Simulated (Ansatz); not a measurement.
A nudged elastic band was laid between two geometries of a periodic cell of 17 atoms, Si16B (host Si, host structure diamond, interstitial B).

The calculation used DFT PBEsol, scalar-relativistic, plane waves, PAW in Ansatz. Settings: PAW set soft_1, cutoff 420 eV, k mesh 2x2x2, fermi-dirac smearing 0.05 eV, spin collinear.

```yaml
movable_images: 5
climbing_image: yes
spring: 2.0 eV/Å²
optimiser: fire
start_path: straight line
force_threshold: 0.05 eV/Å
iteration_limit: 36
end_points: relaxed
```

First end point:

```xyz
17
Lattice="0.0000 5.4300 5.4300 5.4300 0.0000 5.4300 5.4300 5.4300 0.0000" Properties=species:S:1:pos:R:3
Si 0.038 0.005 0.038
Si 1.373 1.367 1.374
Si 2.707 2.699 -0.012
Si 4.069 4.035 1.320
Si 2.705 -0.011 2.705
Si 4.057 1.343 4.057
Si 5.471 2.755 2.723
Si 6.805 4.087 4.086
Si -0.012 2.700 2.707
Si 1.321 4.036 4.069
Si 2.731 5.447 2.731
Si 4.084 6.799 4.085
Si 2.722 2.755 5.470
Si 4.085 4.087 6.806
Si 5.415 5.418 5.416
Si 6.748 6.782 6.748
B 6.112 8.822 6.113
```

Last end point:

```xyz
17
Lattice="0.0000 5.4300 5.4300 5.4300 0.0000 5.4300 5.4300 5.4300 0.0000" Properties=species:S:1:pos:R:3
Si 0.010 -0.018 0.014
Si 1.340 1.362 1.345
Si 2.727 2.695 0.013
Si 4.059 4.083 1.345
Si 2.676 0.002 2.679
Si 4.090 1.336 4.090
Si 5.422 2.751 2.678
Si 6.825 4.031 4.082
Si 0.008 2.695 2.732
Si 1.341 4.081 4.065
Si 2.728 5.415 2.733
Si 4.058 6.796 4.063
Si 2.677 2.749 5.425
Si 4.078 4.030 6.828
Si 5.412 5.444 5.416
Si 6.826 6.777 6.828
B 7.463 8.817 7.472
```

Q: Which bonds break or form, and what moves?

A: Contacts lost: Si1–B17, Si4–B17, Si10–B17. Contacts made: Si5–B17, Si8–B17, Si14–B17. The atom that moves furthest is B17, by 1.92 Å.

Q: Give the energies along the band, and the barrier.

A: It converged. The highest image is number 4 of 0 to 6, 0.080 eV above the ends, which have the same energy within 2 meV. Beside the main top the profile has a ripple of under 15 meV (maxima at images 2, 4), which may be a very shallow well or noise. By the program's own check the climbing image is of a kind that is not told: the force calls were inconclusive, a negative curvature could not be distinguished from the path's own, the only one lies far off the path, or fixed occupations may fill a level only in part (lowest curvatures found: -0.32 and -0.09 eV/Å²). Limits of this set-up: coarse k mesh, PAW files made for another functional.

```tsv
image	path coordinate (Å)	energy (eV)	Si1–B17 (Å)	Si4–B17 (Å)	Si10–B17 (Å)
0	0.00	0.000	2.24	2.24	2.24
1	0.33	0.057	2.35	2.39	2.39
2	0.66	0.075	2.43	2.59	2.59
3	1.00	0.065	2.69	2.83	2.83
4	1.37	0.080	2.96	3.09	3.09
5	1.66	0.050	3.21	3.32	3.32
6	1.97	0.000	3.51	3.54	3.54
```

Q: What is the geometry of the highest image?

A: 
```xyz
17
Lattice="0.0000 5.4300 5.4300 5.4300 0.0000 5.4300 5.4300 5.4300 0.0000" Properties=species:S:1:pos:R:3
Si 0.027 -0.047 0.030
Si 1.347 1.353 1.350
Si 2.702 2.710 0.008
Si 4.046 4.080 1.350
Si 2.663 -0.057 2.666
Si 4.075 1.261 4.077
Si 5.397 2.751 2.721
Si 6.783 4.062 4.094
Si 0.005 2.709 2.705
Si 1.347 4.080 4.049
Si 2.732 5.431 2.735
Si 4.071 6.812 4.074
Si 2.719 2.751 5.400
Si 4.091 4.062 6.785
Si 5.425 5.456 5.428
Si 6.811 6.752 6.814
B 7.062 8.907 7.064
```

The run took 6.4 min on 2 threads of AMD EPYC 7B13 (Zen 3) (shared host), peak memory 1.5 GiB.
